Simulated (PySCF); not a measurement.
**O3Si3: relaxation and vibrations and intensities**

The task, for O3Si3: 2 runs in a chain (relaxation and vibrations and intensities).

Program: PySCF 2.14.0. Level of theory: relaxation, pbe0, def2-tzvp, and further levels as typed in the inputs. These are calculated values, not measurements.

### Step 1. The system as given

Bond lengths: Si1–O2 1.718 Å, O2–Si3 1.718 Å, Si1–O4 1.718 Å, Si3–O4 1.718 Å, Si3–O5 1.680 Å, O5–Si6 1.680 Å. Angles: Si1–O2–Si3 90.0°, O2–Si1–O4 90.0°, O2–Si3–O4 90.0°, O2–Si3–O5 122.3°, O4–Si3–O5 124.1°, Si1–O4–Si3 90.0°, Si3–O5–Si6 130.5°.

Structure file:

```xyz
6

Si    0.5801   -1.9372   -0.0295
O    -0.1212   -0.8516   -1.1617
Si    0.4081    0.4796   -0.2131
O     1.1095   -0.6059    0.9190
O     1.2130    1.7945   -0.8807
Si    2.6787    2.5027   -0.4652
```

### Step 2. Relaxation: O3Si3, charge +1

File run.py:

```python
from pyscf import gto, dft
from pyscf.geomopt.geometric_solver import optimize
mol = gto.M(atom="mol.xyz", basis="def2-tzvp", charge=1, spin=1, verbose=4)
mf = dft.UKS(mol, xc="pbe0").density_fit().run(conv_tol=1e-9)
for i in range(6):  # look for a lower solution of the same spin
    mo, _, ok, _ = mf.stability(return_status=True)
    if ok: break
    mf.kernel(mf.make_rdm1(mo, mf.mo_occ))
print(f"converged SCF energy = {mf.e_tot:.10f}, stable: {ok}")
mf = mf.newton()  # steadier than the usual iterations for open shells
m = optimize(mf, maxsteps=60)
print("optimised structure (A):")
for k in range(m.natm): print(m.atom_symbol(k), *(f"{x:.8f}" for x in m.atom_coords(unit="A")[k]))
```

Command:

```sh
python run.py
```

What it wrote:

```text
cle = 40
ah_grad_trust_region = 2.5
kf_interval = 4
kf_trust_region = 5
canonicalization = True
Set conv_tol_grad to 3.16228e-05
tot grids = 99792
******** <class 'pyscf.df.df.DF'> ********
auxbasis = def2-tzvp-jkfit
[... the frontier-level lines of each cycle are left out ...]
Initial guess E= -1093.52942792627  |g|= 0.0499947
macro= 0  E= -1093.53099515127  delta_E= -0.00156722  |g|= 1.90373e-05  5 KF 19 JK
macro= 1  E= -1093.53099515127  delta_E= 1.36424e-12  |g|= 5.1629e-06  1 KF 2 JK
Canonicalize SCF orbitals
macro X = 2  E=-1093.53099515127  |g|= 5.1629e-06  total 7 KF 24 JK
converged SCF energy = -1093.53099515127  <S^2> = 0.75491651  2S+1 = 2.0049105

******** <class 'pyscf.grad.rhf.Gradients_Scanner'> for <class 'pyscf.scf.hf.SecondOrderDFUKS_Scanner'> ********
unit = Eh/Bohr
grid_response = False
--------------- SecondOrderDFUKS_Scanner gradients ---------------
         x                y                z
0 Si    -0.0054019367    -0.0006785322     0.0023850915
1 O     0.0152136626     0.0166227639     0.0231568407
2 Si     0.0104095174    -0.0189859130    -0.0017109438
3 O    -0.0106168479     0.0093160914    -0.0253221296
4 O     0.0276883355     0.0184736018     0.0043356903
5 Si    -0.0373251070    -0.0246709428    -0.0027651379
----------------------------------------------
cycle 3: E = -1093.53099515  dE = -0.00613313  norm(grad) = 0.0743505

Geometry optimization cycle 4
Cartesian coordinates (Angstrom)
 Atom        New coordinates             dX        dY        dZ
  Si   0.640554  -1.903732  -0.071137    0.000258 -0.010633 -0.007194
   O  -0.042984  -0.771390  -1.165630   -0.028585 -0.023773 -0.011216
  Si   0.243003   0.459478  -0.135841    0.014307 -0.006248 -0.004249
   O   1.075950  -0.526791   0.873271   -0.015540 -0.027993  0.034597
   O   1.309051   1.659575  -0.768362    0.000595  0.010905 -0.003090
  Si   2.635701   2.454774  -0.553265    0.032056  0.056330 -0.014507
New geometry
   1 Si     0.640553736868  -1.903731559740  -0.071137009322 AA    1.210471130746  -3.597531262600  -0.134429464938 Bohr
   2 O     -0.042984480810  -0.771390047794  -1.165629728182 AA   -0.081228896337  -1.457715925546  -2.202720948915 Bohr
   3 Si     0.243002597926   0.459478243024  -0.135841417464 AA    0.459208357638   0.868288039511  -0.256703075380 Bohr
   4 O      1.075950131446  -0.526791274542   0.873271143522 AA    2.033251072123  -0.995491233695   1.650243293742 Bohr
   5 O      1.309050973060   1.659575259541  -0.768362413307 AA    2.473747822179   3.136142723637  -1.451994525560 Bohr
   6 Si     2.635700798431   2.454773794377  -0.553265041057 AA    4.980752655332   4.638850169131  -1.045519401893 Bohr

******** <class 'pyscf.scf.hf.SecondOrderDFUKS_Scanner'> ********
method = SecondOrderDFUKS_Scanner
initial guess = minao
damping factor = 0
level_shift factor = 0
DIIS = <class 'pyscf.scf.diis.CDIIS'>
diis_start_cycle = 1
diis_space = 8
diis_damp = 0
SCF conv_tol = 1e-09
SCF conv_tol_grad = None
SCF max_cycles = 50
direct_scf = False
number electrons alpha = 33  beta = 32
XC library pyscf.dft.libxc version 7.0.0
    S. Lehtola, C. Steigemann, M. J.T. Oliveira, and M. A.L. Marques.,  SoftwareX 7, 1–5 (2018)
XC functionals = pbe0
    C. Adamo and V. Barone.,  J. Chem. Phys. 110, 6158 (1999)
    M. Ernzerhof and G. E. Scuseria.,  J. Chem. Phys. 110, 5029 (1999)
radial grids:
    Treutler-Ahlrichs [JCP 102, 346 (1995); DOI:10.1063/1.469408] (M4) radial grids

becke partition: Becke, JCP 88, 2547 (1988); DOI:10.1063/1.454033
pruning grids: <function nwchem_prune at 0x7a1bd8381bc0>
grids dens level: 3
symmetrized grids: False
atomic radii adjust function: <function treutler_atomic_radii_adjust at 0x7a1bd83828e0>
small_rho_cutoff = 0
******** <class 'pyscf.df.df_jk.DFUKS'> Newton solver flags ********
SCF tol = 1e-09
conv_tol_grad = None
max. SCF cycles = 50
direct_scf = False
max_cycle_inner = 12
max_stepsize = 0.05
ah_start_tol = 1e+09
ah_level_shift = 0
ah_conv_tol = 1e-12
ah_lindep = 1e-14
ah_start_cycle = 1
ah_max_cycle = 40
ah_grad_trust_region = 2.5
kf_interval = 4
kf_trust_region = 5
canonicalization = True
Set conv_tol_grad to 3.16228e-05
tot grids = 99792
******** <class 'pyscf.df.df.DF'> ********
auxbasis = def2-tzvp-jkfit
Initial guess E= -1093.53453297541  |g|= 0.0372764
macro= 0  E= -1093.53522781693  delta_E= -0.000694842  |g|= 2.49003e-05  4 KF 16 JK
macro= 1  E= -1093.53522781693  delta_E= 2.27374e-12  |g|= 5.48735e-06  1 KF 2 JK
Canonicalize SCF orbitals
macro X = 2  E=-1093.53522781693  |g|= 5.48735e-06  total 6 KF 21 JK
converged SCF energy = -1093.53522781693  <S^2> = 0.75523103  2S+1 = 2.0052242

******** <class 'pyscf.grad.rhf.Gradients_Scanner'> for <class 'pyscf.scf.hf.SecondOrderDFUKS_Scanner'> ********
unit = Eh/Bohr
grid_response = False
--------------- SecondOrderDFUKS_Scanner gradients ---------------
         x                y                z
0 Si    -0.0035039222    -0.0001392136     0.0016088173
1 O     0.0044797707     0.0048097848     0.0063981990
2 Si     0.0089971035    -0.0067687467    -0.0014786301
3 O    -0.0026569475     0.0031061821    -0.0070603995
4 O    -0.0103440808     0.0001785900    -0.0027179512
5 Si     0.0029457260    -0.0010749786     0.0032982461
----------------------------------------------
cycle 4: E = -1093.53522782  dE = -0.00423267  norm(grad) = 0.0207283

Geometry optimization cycle 5
Cartesian coordinates (Angstrom)
 Atom        New coordinates             dX        dY        dZ
  Si   0.672843  -1.896930  -0.094065    0.032289  0.006801 -0.022928
   O  -0.046037  -0.770192  -1.176494   -0.003053  0.001198 -0.010865
  Si   0.216584   0.456271  -0.120866   -0.026419 -0.003207  0.014975
   O   1.046525  -0.533408   0.899523   -0.029425 -0.006617  0.026252
   O   1.334108   1.636162  -0.737755    0.025057 -0.023413  0.030607
  Si   2.643584   2.470888  -0.595706    0.007883  0.016114 -0.042441
New geometry
   1 Si     0.672842623108  -1.896930128764  -0.094064966073 AA    1.271488282608  -3.584678420800  -0.177757023794 Bohr
   2 O     -0.046037025154  -0.770192015907  -1.176494498954 AA   -0.086997369130  -1.455451973392  -2.223252390080 Bohr
   3 Si     0.216584090870   0.456270899069  -0.120866465398 AA    0.409284614683   0.862227037849  -0.228404517246 Bohr
   4 O      1.046524798979  -0.533408125636   0.899523232540 AA    1.977645252636  -1.007995270069   1.699852552184 Bohr
   5 O      1.334107882888   1.636162198942  -0.737755119292 AA    2.521098519282   3.091898451366  -1.394155122458 Bohr
   6 Si     2.643584228939   2.470887975340  -0.595705784081 AA    4.995650179914   4.669301557874  -1.125720782733 Bohr

******** <class 'pyscf.scf.hf.SecondOrderDFUKS_Scanner'> ********
method = SecondOrderDFUKS_Scanner
initial guess = minao
damping factor = 0
level_shift factor = 0
DIIS = <class 'pyscf.scf.diis.CDIIS'>
diis_start_cycle = 1
diis_space = 8
diis_damp = 0
SCF conv_tol = 1e-09
SCF conv_tol_grad = None
SCF max_cycles = 50
direct_scf = False
number electrons alpha = 33  beta = 32
XC library pyscf.dft.libxc version 7.0.0
    S. Lehtola, C. Steigemann, M. J.T. Oliveira, and M. A.L. Marques.,  SoftwareX 7, 1–5 (2018)
XC functionals = pbe0
    C. Adamo and V. Barone.,  J. Chem. Phys. 110, 6158 (1999)
    M. Ernzerhof and G. E. Scuseria.,  J. Chem. Phys. 110, 5029 (1999)
radial grids:
    Treutler-Ahlrichs [JCP 102, 346 (1995); DOI:10.1063/1.469408] (M4) radial grids

becke partition: Becke, JCP 88, 2547 (1988); DOI:10.1063/1.454033
pruning grids: <function nwchem_prune at 0x7a1bd8381bc0>
grids dens level: 3
symmetrized grids: False
atomic radii adjust function: <function treutler_atomic_radii_adjust at 0x7a1bd83828e0>
small_rho_cutoff = 0
******** <class 'pyscf.df.df_jk.DFUKS'> Newton solver flags ********
SCF tol = 1e-09
conv_tol_grad = None
max. SCF cycles = 50
direct_scf = False
max_cycle_inner = 12
max_stepsize = 0.05
ah_start_tol = 1e+09
ah_level_shift = 0
ah_conv_tol = 1e-12
ah_lindep = 1e-14
ah_start_cycle = 1
ah_max_cycle = 40
ah_grad_trust_region = 2.5
kf_interval = 4
kf_trust_region = 5
canonicalization = True
Set conv_tol_grad to 3.16228e-05
tot grids = 99792
[... 849 lines left out ...]
atomic radii adjust function: <function treutler_atomic_radii_adjust at 0x7a1bd83828e0>
small_rho_cutoff = 0
******** <class 'pyscf.df.df_jk.DFUKS'> Newton solver flags ********
SCF tol = 1e-09
conv_tol_grad = None
max. SCF cycles = 50
direct_scf = False
max_cycle_inner = 12
max_stepsize = 0.05
ah_start_tol = 1e+09
ah_level_shift = 0
ah_conv_tol = 1e-12
ah_lindep = 1e-14
ah_start_cycle = 1
ah_max_cycle = 40
ah_grad_trust_region = 2.5
kf_interval = 4
kf_trust_region = 5
canonicalization = True
Set conv_tol_grad to 3.16228e-05
tot grids = 99792
******** <class 'pyscf.df.df.DF'> ********
auxbasis = def2-tzvp-jkfit
Initial guess E= -1093.53999689959  |g|= 0.00320907
macro= 0  E= -1093.54000620572  delta_E= -9.30613e-06  |g|= 3.28423e-05  3 KF 11 JK
macro= 1  E= -1093.54000620572  delta_E= 2.72848e-12  |g|= 8.28159e-06  1 KF 2 JK
Canonicalize SCF orbitals
macro X = 2  E=-1093.54000620572  |g|= 8.28159e-06  total 5 KF 16 JK
converged SCF energy = -1093.54000620572  <S^2> = 0.75545405  2S+1 = 2.0054466

******** <class 'pyscf.grad.rhf.Gradients_Scanner'> for <class 'pyscf.scf.hf.SecondOrderDFUKS_Scanner'> ********
unit = Eh/Bohr
grid_response = False
--------------- SecondOrderDFUKS_Scanner gradients ---------------
         x                y                z
0 Si    -0.0000695372    -0.0001528509    -0.0000992764
1 O     0.0000746326    -0.0000345967    -0.0001507996
2 Si    -0.0002067535    -0.0003488502     0.0001560567
3 O     0.0000902931     0.0000318973     0.0002008603
4 O    -0.0001409656     0.0007031233     0.0000938529
5 Si     0.0002059419    -0.0002989224    -0.0000792847
----------------------------------------------
cycle 15: E = -1093.54000621  dE = -4.17139e-05  norm(grad) = 0.000983356

Geometry optimization cycle 16
Cartesian coordinates (Angstrom)
 Atom        New coordinates             dX        dY        dZ
  Si   0.659289  -1.918663  -0.149638   -0.011216 -0.001693  0.005267
   O   0.083715  -0.712499  -1.231069   -0.004842 -0.003151  0.000029
  Si   0.248309   0.443843  -0.071752    0.010797  0.002406 -0.008144
   O   0.850510  -0.652012   0.997859    0.002720  0.003561 -0.002694
   O   1.525633   1.535175  -0.538144    0.019354 -0.010035 -0.014787
  Si   2.550078   2.635888  -0.910984   -0.009836  0.024327  0.002288
New geometry
   1 Si     0.659289126947  -1.918663238042  -0.149638457096 AA    1.245875886833  -3.625748045171  -0.282775701614 Bohr
   2 O      0.083715257432  -0.712498747413  -1.231068758070 AA    0.158198908993  -1.346427496706  -2.326382793261 Bohr
   3 Si     0.248308544333   0.443843451468  -0.071752209726 AA    0.469235143178   0.838742565456  -0.135592025214 Bohr
   4 O      0.850509552562  -0.652011868838   0.997859185222 AA    1.607230120668  -1.232123862069   1.885680570951 Bohr
   5 O      1.525632837014   1.535174656192  -0.538144291782 AA    2.883028228600   2.901059653576  -1.016945326967 Bohr
   6 Si     2.550078360237   2.635888200126  -0.910983572195 AA    4.818949697027   4.981106793210  -1.721509455426 Bohr

******** <class 'pyscf.scf.hf.SecondOrderDFUKS_Scanner'> ********
method = SecondOrderDFUKS_Scanner
initial guess = minao
damping factor = 0
level_shift factor = 0
DIIS = <class 'pyscf.scf.diis.CDIIS'>
diis_start_cycle = 1
diis_space = 8
diis_damp = 0
SCF conv_tol = 1e-09
SCF conv_tol_grad = None
SCF max_cycles = 50
direct_scf = False
number electrons alpha = 33  beta = 32
XC library pyscf.dft.libxc version 7.0.0
    S. Lehtola, C. Steigemann, M. J.T. Oliveira, and M. A.L. Marques.,  SoftwareX 7, 1–5 (2018)
XC functionals = pbe0
    C. Adamo and V. Barone.,  J. Chem. Phys. 110, 6158 (1999)
    M. Ernzerhof and G. E. Scuseria.,  J. Chem. Phys. 110, 5029 (1999)
radial grids:
    Treutler-Ahlrichs [JCP 102, 346 (1995); DOI:10.1063/1.469408] (M4) radial grids

becke partition: Becke, JCP 88, 2547 (1988); DOI:10.1063/1.454033
pruning grids: <function nwchem_prune at 0x7a1bd8381bc0>
grids dens level: 3
symmetrized grids: False
atomic radii adjust function: <function treutler_atomic_radii_adjust at 0x7a1bd83828e0>
small_rho_cutoff = 0
******** <class 'pyscf.df.df_jk.DFUKS'> Newton solver flags ********
SCF tol = 1e-09
conv_tol_grad = None
max. SCF cycles = 50
direct_scf = False
max_cycle_inner = 12
max_stepsize = 0.05
ah_start_tol = 1e+09
ah_level_shift = 0
ah_conv_tol = 1e-12
ah_lindep = 1e-14
ah_start_cycle = 1
ah_max_cycle = 40
ah_grad_trust_region = 2.5
kf_interval = 4
kf_trust_region = 5
canonicalization = True
Set conv_tol_grad to 3.16228e-05
tot grids = 99792
******** <class 'pyscf.df.df.DF'> ********
auxbasis = def2-tzvp-jkfit
Initial guess E= -1093.54000637373  |g|= 0.004847
macro= 0  E= -1093.54002644872  delta_E= -2.0075e-05  |g|= 5.86636e-05  3 KF 11 JK
macro= 1  E= -1093.54002644872  delta_E= 9.09495e-13  |g|= 1.09492e-05  1 KF 2 JK
Canonicalize SCF orbitals
macro X = 2  E=-1093.54002644872  |g|= 1.09492e-05  total 5 KF 16 JK
converged SCF energy = -1093.54002644872  <S^2> = 0.75547466  2S+1 = 2.0054672

******** <class 'pyscf.grad.rhf.Gradients_Scanner'> for <class 'pyscf.scf.hf.SecondOrderDFUKS_Scanner'> ********
unit = Eh/Bohr
grid_response = False
--------------- SecondOrderDFUKS_Scanner gradients ---------------
         x                y                z
0 Si    -0.0000729368    -0.0001219885    -0.0000920414
1 O     0.0000165769    -0.0000582038    -0.0000767951
2 Si    -0.0003132884    -0.0001725440     0.0001271049
3 O     0.0000600134     0.0000620477     0.0001769745
4 O     0.0003393967     0.0002244640    -0.0000663605
5 Si    -0.0000563561    -0.0000368676     0.0000459563
----------------------------------------------
cycle 16: E = -1093.54002645  dE = -2.0243e-05  norm(grad) = 0.000630639

Geometry optimization cycle 17
Cartesian coordinates (Angstrom)
 Atom        New coordinates             dX        dY        dZ
  Si   0.660627  -1.917305  -0.150054    0.001338  0.001358 -0.000415
   O   0.083728  -0.711822  -1.231566    0.000013  0.000677 -0.000498
  Si   0.248283   0.444955  -0.072751   -0.000025  0.001112 -0.000999
   O   0.851364  -0.650348   0.996913    0.000855  0.001664 -0.000946
   O   1.524700   1.536348  -0.539775   -0.000933  0.001173 -0.001631
  Si   2.550242   2.636002  -0.913072    0.000164  0.000113 -0.002088
New geometry
   1 Si     0.660627041188  -1.917305165664  -0.150053701763 AA    1.248404178328  -3.623181660318  -0.283560400309 Bohr
   2 O      0.083728040474  -0.711822091922  -1.231566321282 AA    0.158223065443  -1.345148803148  -2.327323051460 Bohr
   3 Si     0.248283154977   0.444955328073  -0.072751202855 AA    0.469187164250   0.840843707723  -0.137479848629 Bohr
   4 O      0.851364416614  -0.650348096284   0.996912992372 AA    1.608845579600  -1.228979787610   1.883892525603 Bohr
   5 O      1.524699841193   1.536347974908  -0.539774912675 AA    2.881265122022   2.903276904607  -1.020026753867 Bohr
   6 Si     2.550242309691   2.636001531184  -0.913071537816 AA    4.819259516595   4.981320957872  -1.725455138608 Bohr

******** <class 'pyscf.scf.hf.SecondOrderDFUKS_Scanner'> ********
method = SecondOrderDFUKS_Scanner
initial guess = minao
damping factor = 0
level_shift factor = 0
DIIS = <class 'pyscf.scf.diis.CDIIS'>
diis_start_cycle = 1
diis_space = 8
diis_damp = 0
SCF conv_tol = 1e-09
SCF conv_tol_grad = None
SCF max_cycles = 50
direct_scf = False
number electrons alpha = 33  beta = 32
XC library pyscf.dft.libxc version 7.0.0
    S. Lehtola, C. Steigemann, M. J.T. Oliveira, and M. A.L. Marques.,  SoftwareX 7, 1–5 (2018)
XC functionals = pbe0
    C. Adamo and V. Barone.,  J. Chem. Phys. 110, 6158 (1999)
    M. Ernzerhof and G. E. Scuseria.,  J. Chem. Phys. 110, 5029 (1999)
radial grids:
    Treutler-Ahlrichs [JCP 102, 346 (1995); DOI:10.1063/1.469408] (M4) radial grids

becke partition: Becke, JCP 88, 2547 (1988); DOI:10.1063/1.454033
pruning grids: <function nwchem_prune at 0x7a1bd8381bc0>
grids dens level: 3
symmetrized grids: False
atomic radii adjust function: <function treutler_atomic_radii_adjust at 0x7a1bd83828e0>
small_rho_cutoff = 0
******** <class 'pyscf.df.df_jk.DFUKS'> Newton solver flags ********
SCF tol = 1e-09
conv_tol_grad = None
max. SCF cycles = 50
direct_scf = False
max_cycle_inner = 12
max_stepsize = 0.05
ah_start_tol = 1e+09
ah_level_shift = 0
ah_conv_tol = 1e-12
ah_lindep = 1e-14
ah_start_cycle = 1
ah_max_cycle = 40
ah_grad_trust_region = 2.5
kf_interval = 4
kf_trust_region = 5
canonicalization = True
Set conv_tol_grad to 3.16228e-05
tot grids = 99792
******** <class 'pyscf.df.df.DF'> ********
auxbasis = def2-tzvp-jkfit
Initial guess E= -1093.54002688055  |g|= 0.000241418
macro= 0  E= -1093.54002692129  delta_E= -4.07326e-08  |g|= 3.01417e-05  2 KF 6 JK
macro= 1  E= -1093.54002692129  delta_E= -4.09273e-12  |g|= 1.04857e-05  1 KF 2 JK
Canonicalize SCF orbitals
macro X = 2  E=-1093.54002692129  |g|= 1.04857e-05  total 4 KF 11 JK
converged SCF energy = -1093.54002692129  <S^2> = 0.75548003  2S+1 = 2.0054725

******** <class 'pyscf.grad.rhf.Gradients_Scanner'> for <class 'pyscf.scf.hf.SecondOrderDFUKS_Scanner'> ********
unit = Eh/Bohr
grid_response = False
--------------- SecondOrderDFUKS_Scanner gradients ---------------
         x                y                z
0 Si    -0.0000507976    -0.0000850097    -0.0000590272
1 O     0.0000134990    -0.0000367666    -0.0000429347
2 Si    -0.0001998377    -0.0001297900     0.0000924452
3 O     0.0000289541     0.0000403767     0.0001116212
4 O     0.0001897250     0.0001135789    -0.0000175927
5 Si    -0.0000079024    -0.0000049378     0.0000319317
----------------------------------------------
cycle 17: E = -1093.54002692  dE = -4.72575e-07  norm(grad) = 0.000383712
optimised structure (A):
Si 0.66062704 -1.91730517 -0.15005370
O 0.08372804 -0.71182209 -1.23156632
Si 0.24828315 0.44495533 -0.07275120
O 0.85136442 -0.65034810 0.99691299
O 1.52469984 1.53634797 -0.53977491
Si 2.55024231 2.63600153 -0.91307154
```

It took 13 min on 2 threads of Intel Xeon Platinum 8488C (Sapphire Rapids), shared host.

(Part 1 of 2 ends here.)
